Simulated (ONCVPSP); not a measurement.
**Pseudopotential generation for Ni: ONCV, PBE**

Task: generate the file, and judge it by its errors in other configurations, its logarithmic derivatives, its ghosts and its cutoff.

The numbers are computed with ONCVPSP 4.0.1.1 (patched build) (PBE, scalar-relativistic, spin-unpolarised reference atom).

### Step 1. Starting point

Typed settings, in words:

```json
{"element": "nickel (Ni, Z = 28)", "type": "optimised norm-conserving Vanderbilt (ONCV)", "frozen core": "[Ne]", "valence charge": "18", "reference configuration": "3s2 3p6 3d8 4s2", "partial waves": "3s+4s: rc 1.20 bohr, ncon 4, nbas 7, qcut 10.3 1/bohr, 2 projectors; 3p: rc 1.05 bohr, ncon 5, nbas 8, qcut 10.2 1/bohr, 2 projectors, debl 3.7 Ha; 3d: rc 0.80 bohr, ncon 5, nbas 9, qcut 14.3 1/bohr, local", "local potential": "the d channel", "core correction": "polynomial model core, fcfact 0.65"}
```

The nodes and maxima of the atom's own shells, from an earlier all-electron run, set the scale for the radii.

All-electron outer shells of the reference configuration (PBE, scalar-relativistic, ld1.x):

| shell | level (eV) | outermost node (bohr) | outermost maximum (bohr) |
| --- | --- | --- | --- |
| 2p | -844.68 | – | 0.16 |
| 3s | -111.06 | 0.30 | 0.64 |
| 3p | -71.39 | 0.27 | 0.65 |
| 3d | -8.87 | – | 0.63 |
| 4s | -5.64 | 0.92 | 2.24 |
| 4p | -1.22 | 1.00 | 3.17 |

### Step 2. The generation run

Contents of Ni.dat:

```
# ATOM AND REFERENCE CONFIGURATION
# atsym  z   nc   nv     iexc    psfile
  Ni 28.00    3    4        4      upf
#
#   n    l    f
    1    0    2.00
    2    0    2.00
    2    1    6.00
    3    0    2.00
    3    1    6.00
    3    2    8.00
    4    0    2.00
#
# PSEUDOPOTENTIAL AND OPTIMIZATION
# lmax
    2
#
#   l,   rc,      ep,       ncon, nbas, qcut
    0    1.20    0.00    4    7   10.30
    1    1.05    0.00    5    8   10.20
    2    0.80    0.00    5    9   14.30
#
# LOCAL POTENTIAL
# lloc, lpopt,  rc(5),   dvloc0
    2    5    0.80    0.00
#
# VANDERBILT-KLEINMAN-BYLANDER PROJECTORs
# l, nproj, debl
    0    2    1.60
    1    2    3.70
    2    0    1.60
#
# MODEL CORE CHARGE
# icmod, fcfact, rcfact
    1    0.65    0.00
#
# LOG DERIVATIVE ANALYSIS
# epsh1, epsh2, depsh
   -6.00    5.00    0.04
#
# OUTPUT GRID
# rlmax, drl
    6.00    0.01
#
# TEST CONFIGURATIONS
# ncnf
    4
# nvcnf
#   n    l    f
    4
    3    0    2.00
    3    1    6.00
    3    2    8.00
    4    0    1.00
#
    4
    3    0    2.00
    3    1    6.00
    3    2    8.00
    4    0    0.00
#
    4
    3    0    2.00
    3    1    6.00
    3    2    7.00
    4    0    0.00
#
    5
    3    0    2.00
    3    1    6.00
    3    2    7.00
    4    0    2.00
    4    1    1.00
#
```

Started as:

```
$ oncvpsp.x < Ni.dat > Ni.out
```

Q: Predict the outcome of this session. Wanted: cutoffs for 1 and 0.1 mHa per electron, occupied waves; bound ghosts; GHOST(+) flags; largest test error; largest phase difference near zero energy, channels read; rms error of d²Exc/dn², without and with the model core.

The runs gave:

| quantity | value |
| --- | --- |
| cutoffs for 1 and 0.1 mHa per electron, occupied waves | 281 Ha and 451 Ha |
| bound ghosts | none found |
| GHOST(+) flags | s at 410 eV |
| largest test error (AE − PS) | -9.7 meV, for 3s2 3p6 3d7 4s0 |
| largest phase difference near zero energy, channels read | 0.001 rad |
| rms error of d²Exc/dn², without and with the model core | 1.95 and 1.54 mHa |

**Reading.** By total energies transferability is good: the largest error is 9.7 meV on 64.1 eV, for 3s2 3p6 3d7 4s0. By its cutoff, 281 Ha for the looser tolerance, it is very hard. At the looser tolerance the 3d wave is the slowest; 3p needs 39 Ha. It is free of bound ghosts as far as tested. Near zero energy the phases of the channels with partial waves agree within 0.001 rad. The program also flags highly localised states, GHOST(+) (s).
